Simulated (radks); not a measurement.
# Exchange and kinetic functionals tested on atomic densities: B⁺, He⁺, Ar¹⁶⁺, Au⁶⁸⁺, Se⁴⁺, Cs

Aim: take each self-consistent density and evaluate many functionals on it, against the exact exchange and kinetic energies of the same orbitals. Every spin shell is full or empty, so the densities are truly spherical.

Program: radks (a radial shooting solver on a logarithmic mesh, Libxc functionals) version 1. Level of theory: non-relativistic Kohn-Sham, exchange-only LDA, spin-polarised, spherical densities, point nucleus; open shells are filled with parallel spins first. These are calculated values, not measurements, unless marked.

### Step 1. What is computed

| Quantity | Value |
| --- | --- |
| species | B⁺ ([He] 2s2), He⁺ (1s1), Ar¹⁶⁺ ([He]), Au⁶⁸⁺ ([Ne] 3s1), Se⁴⁺ ([Ar] 3d10 4s2), Cs ([Xe] 6s1) |

### Step 2. B⁺, [He] 2s2

Input:

```text
Z 5
configuration [He] 2s2
relativity non-relativistic
functional lda,
spin polarised
nucleus point
```

### Step 3. He⁺, 1s1

Input:

```text
Z 2
configuration 1s1
relativity non-relativistic
functional lda,
spin polarised
nucleus point
```

### Step 4. Ar¹⁶⁺, [He]

Input:

```text
Z 18
configuration [He]
relativity non-relativistic
functional lda,
spin polarised
nucleus point
```

### Step 5. Au⁶⁸⁺, [Ne] 3s1

Input:

```text
Z 79
configuration [Ne] 3s1
relativity non-relativistic
functional lda,
spin polarised
nucleus point
```

### Step 6. Se⁴⁺, [Ar] 3d10 4s2

Input:

```text
Z 34
configuration [Ar] 3d10 4s2
relativity non-relativistic
functional lda,
spin polarised
nucleus point
```

### Step 7. Cs, [Xe] 6s1

Input:

```text
Z 55
configuration [Xe] 6s1
relativity non-relativistic
functional lda,
spin polarised
nucleus point
```

**Question.** What will these runs give? Wanted: for each run, error in magnitude; B⁺; He⁺; Ar¹⁶⁺; Au⁶⁸⁺; Se⁴⁺; Cs.

The runs gave:

```
 error in magnitude (%)      B⁺     He⁺   Ar¹⁶⁺   Au⁶⁸⁺    Se⁴⁺      Cs
          exchange, LDA  -12.95  -14.14  -14.19   -7.80   -5.60   -4.68
          exchange, PBE   -0.95   -1.90   -2.00   -0.82   -0.29   -0.43
       exchange, revPBE   +0.29   -0.43   -0.54   -0.38   -0.09   -0.30
           exchange, WC   -3.03   -3.87   -3.96   -1.74   -0.89   -0.83
          exchange, G96   -0.16   -0.26   -0.34   +0.02   +0.44   +0.35
         exchange, TPSS   +0.50   +0.09   +0.04   -0.10   +0.03   -0.33
       exchange, r2SCAN   -0.32   +0.10   +0.05   -0.13   +0.04   -0.14
          exchange, MS2   +0.59   +0.13   +0.06   -0.27   -0.32   -0.62
       exchange, Tao-Mo   +0.66   +0.14   +0.06   -0.61   -0.55   -0.83
  kinetic, Thomas-Fermi  -10.38   -8.64   -8.44   -6.17   -6.04   -5.17
     kinetic, TF + vW/5   +7.98  +11.36  +11.56   +4.61   +3.43   +2.88
          kinetic, LC94   -0.18   +1.99   +2.17   +0.49   -0.02   +0.04
      kinetic, revAPBEK   +0.64   +2.74   +2.91   +0.86   +0.29   +0.26
       kinetic, Thakkar   +0.04   +2.20   +2.37   +0.11   -0.51   -0.63
       kinetic, Pearson   -4.39   -2.57   -2.40   -0.99   -1.15   -0.92
           kinetic, LKT  +52.75  +62.19  +62.49  +27.11  +22.31  +18.45
           kinetic, PG1  +45.40  +54.82  +55.15  +22.01  +17.64  +14.46
kinetic, DePristo-Kress   -1.61   +2.57   +2.84   +0.45   -0.12   -0.13
```

In words: Negative means that the magnitude is too small. For exchange the mean absolute error is least for r2SCAN (0.13 %) and largest for LDA (9.89 %). Among the orbital-free kinetic functionals LC94 (0.82 %) does best and LKT (40.88 %) worst. The functionals are evaluated on one density each, not self-consistently.
